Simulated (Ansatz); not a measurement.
# FH9O12Si3Sn: basis-set convergence

The task here is to estimate one member of a computed series from the others.

Method: one geometry, several basis sets; program: Ansatz 0.2.0, Gaussian basis.

Plan: PBE0-D4/def2-SVP; ωB97M-V/def2-SVP; PBE0-D4/def2-QZVPP; ωB97M-V/def2-QZVPP; the functionals' def2-TZVPP values are taken from earlier runs.

### The geometry

The geometry comes from an earlier relaxation with PBE0-D4 in a triple-zeta def2 set; it is a stationary point, not always the lowest conformer. Sn takes the def2 core potential; no spin-orbit term is included.

SMILES `O[Si](O)(O)[O][Sn]([F])([O][Si](O)(O)O)[O][Si](O)(O)O`, 26 atoms, charge 0, spin multiplicity 1.

Atoms are counted from 1 here; the program's logs count them from 0.

Bond lengths: O1–Si2 1.640 Å, O1–H18 0.965 Å, Si2–O3 1.627 Å, Si2–O4 1.622 Å, Si2–O5 1.632 Å, O3–H19 0.958 Å, O4–H20 0.958 Å, O5–Sn6 1.924 Å, Sn6–F7 1.894 Å, Sn6–O8 1.921 Å, Sn6–O13 1.939 Å, O8–Si9 1.642 Å, Si9–O10 1.618 Å, Si9–O11 1.629 Å, Si9–O12 1.638 Å, O10–H21 0.958 Å, O11–H22 0.959 Å, O12–H23 0.964 Å and more. Angles: Si2–O1–H18 116.5°, O1–Si2–O3 105.0°, O1–Si2–O4 111.6°, O1–Si2–O5 109.0°, O3–Si2–O4 111.1°, O3–Si2–O5 113.0°, O4–Si2–O5 107.2°, Si2–O3–H19 118.4°, Si2–O4–H20 117.5°, Si2–O5–Sn6 132.2°, O5–Sn6–F7 104.7°, O5–Sn6–O8 113.1°, O5–Sn6–O13 115.6°, F7–Sn6–O8 108.2°, F7–Sn6–O13 106.9°, O8–Sn6–O13 107.8°, Sn6–O8–Si9 124.4°, O8–Si9–O10 109.3° and more.

The first run:

Input file in.yaml:

```yaml
crystal:
  periodic: [false, false, false]
  atoms:
    - {symbol: O, position_ang: [-0.447703, -1.912582, -2.270933]}
    - {symbol: Si, position_ang: [0.397685, -0.710917, -3.000165]}
    - {symbol: O, position_ang: [1.933241, -1.246225, -3.047234]}
    - {symbol: O, position_ang: [-0.160168, -0.409391, -4.492774]}
    - {symbol: O, position_ang: [0.225836, 0.661366, -2.132924]}
    - {symbol: Sn, position_ang: [0.783743, 1.145745, -0.356451]}
    - {symbol: F, position_ang: [2.377261, 2.137532, -0.606848]}
    - {symbol: O, position_ang: [-0.484194, 2.267013, 0.552658]}
    - {symbol: Si, position_ang: [-0.851954, 2.147069, 2.148572]}
    - {symbol: O, position_ang: [-1.774270, 3.404117, 2.579472]}
    - {symbol: O, position_ang: [0.493522, 2.128969, 3.067045]}
    - {symbol: O, position_ang: [-1.671783, 0.756266, 2.422634]}
    - {symbol: O, position_ang: [1.217743, -0.333436, 0.819293]}
    - {symbol: Si, position_ang: [0.096957, -1.516992, 1.025012]}
    - {symbol: O, position_ang: [-1.243044, -1.017838, 0.214880]}
    - {symbol: O, position_ang: [-0.198038, -1.755801, 2.596361]}
    - {symbol: O, position_ang: [0.588166, -2.906603, 0.320364]}
    - {symbol: H, position_ang: [0.070778, -2.615257, -1.861063]}
    - {symbol: H, position_ang: [2.553685, -0.801349, -3.625975]}
    - {symbol: H, position_ang: [-0.736433, 0.347270, -4.605600]}
    - {symbol: H, position_ang: [-1.400935, 4.283401, 2.511137]}
    - {symbol: H, position_ang: [1.048368, 1.346563, 3.045510]}
    - {symbol: H, position_ang: [-2.134756, 0.379593, 1.666072]}
    - {symbol: H, position_ang: [-1.307116, -1.353229, -0.696695]}
    - {symbol: H, position_ang: [-0.693520, -1.038108, 3.012466]}
    - {symbol: H, position_ang: [1.316941, -3.387184, 0.715217]}
basis:
  gaussian: {orbitals: def2-SVP}
hamiltonian: {xc: pbe0, dispersion: d4}
output: {orbitals: {seedname: orbitals}}
```

The run is started by

```console
> ansatz run in.yaml --threads 6 --pin off --events-out ev --progress --plain --max-ram 174080MiB --backend cuda --devices 0, --max-vram 75GiB
```

Steps of the session up to this table: PBE0-D4 in def2-SVP; ωB97M-V in def2-SVP; PBE0-D4 in def2-QZVPP; ωB97M-V in def2-QZVPP.

One of the session's tables, all rows but one given; the rest of the session is left out.

It belongs to the step «Functionals by basis». 

| functional | basis | HOMO (eV) | LUMO (eV) |
| --- | --- | --- | --- |
| PBE0-D4 | def2-SVP | -9.09 | -2.03 |
| PBE0-D4 | def2-TZVPP | -9.30 | -2.19 |
| PBE0-D4 | def2-QZVPP | -9.34 | -2.24 |
| ωB97M-V | def2-SVP | -11.52 | 0.07 |
| ωB97M-V | def2-TZVPP | -11.75 | -0.21 |
| ωB97M-V | def2-QZVPP | ? | ? |

Estimate the missing values for ωB97M-V, def2-QZVPP.

The run gave: HOMO (eV): -11.81; LUMO (eV): -0.37. In the column «HOMO (eV)» it is the lowest.
